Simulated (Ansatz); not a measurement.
The system is MnO2.

```
Mn O
1.0
     0.00000    4.01999    4.01999
     4.01999    0.00000    4.01999
     4.01999    4.01999    0.00000
Mn O
4 8
Direct
  0.12500 0.12500 0.12500
  0.12500 0.12500 0.62500
  0.62500 0.12500 0.12500
  0.12500 0.62500 0.12500
  0.36095 0.36095 0.36095
  0.36095 0.36095 0.91714
  0.91714 0.36095 0.36095
  0.36095 0.91714 0.36095
  0.88905 0.88905 0.33286
  0.88905 0.88905 0.88905
  0.88905 0.33286 0.88905
  0.33286 0.88905 0.88905
```

The cell is a database's computed one.

Alike in all runs: program Ansatz 0.2.0; functional PBEsol; potentials or basis Ansatz PAW; cutoff 420 eV (not typed: the program's choice for these potentials); k mesh 5 × 5 × 5; occupations fermi-dirac, width 0.05 eV.

Task: Only the start or the spin constraint differs. Which run ends lowest in energy?
A. collinear spin, ferromagnetic start of up to 5 μB; fixed moment 20
B. collinear spin, ferromagnetic start of up to 2 μB; fixed moment 8
C. collinear spin, ferromagnetic start of up to 4 μB; fixed moment 16
D. collinear spin, ferromagnetic start of up to 3 μB; fixed moment 12
E. collinear spin, program default start; fixed moment 0
F. collinear spin, ferromagnetic start of up to 1 μB; fixed moment 4

Result: D.

| start | free energy over the lowest (meV/atom) | net moment (μB) | site or absolute moments (μB) | gap |
| --- | --- | --- | --- | --- |
| collinear spin, ferromagnetic start of up to 3 μB; fixed moment 12 | 0.0 | 12.00 | Mn +2.48; O +0.06 | - |
| collinear spin, ferromagnetic start of up to 8 μB; fixed moment 32 | 4788.0 | 32.00 | Mn +3.83; O +1.33 | - |
| collinear spin, ferromagnetic start of up to 4 μB; fixed moment 16 | 532.9 | 16.00 | Mn +2.78; O +0.34 | - |
| collinear spin, ferromagnetic start of up to 2 μB; fixed moment 8 | 152.1 | 8.00 | Mn +1.75; O -0.00 | - |
| collinear spin, program default start; fixed moment 0 | 358.5 | 0.00 | - | - |
| collinear spin, ferromagnetic start of up to 5 μB; fixed moment 20 | 1198.3 | 20.00 | Mn +3.13; O +0.59 | - |
| collinear spin, ferromagnetic start of up to 6 μB; fixed moment 24 | 2010.2 | 24.00 | Mn +3.46; O +0.83 | - |
| collinear spin, ferromagnetic start of up to 1 μB; fixed moment 4 | 289.1 | 4.00 | Mn +0.95; O -0.04 | - |

All polarised runs hold their moment fixed, so the table maps the energy against it. A still lower state may exist.

Caveats: the total moment is fixed, so each spin has its own Fermi level; forces of over 1 eV/Å show positions far from the minimum, so gaps and moduli don't describe the material at rest (some runs).
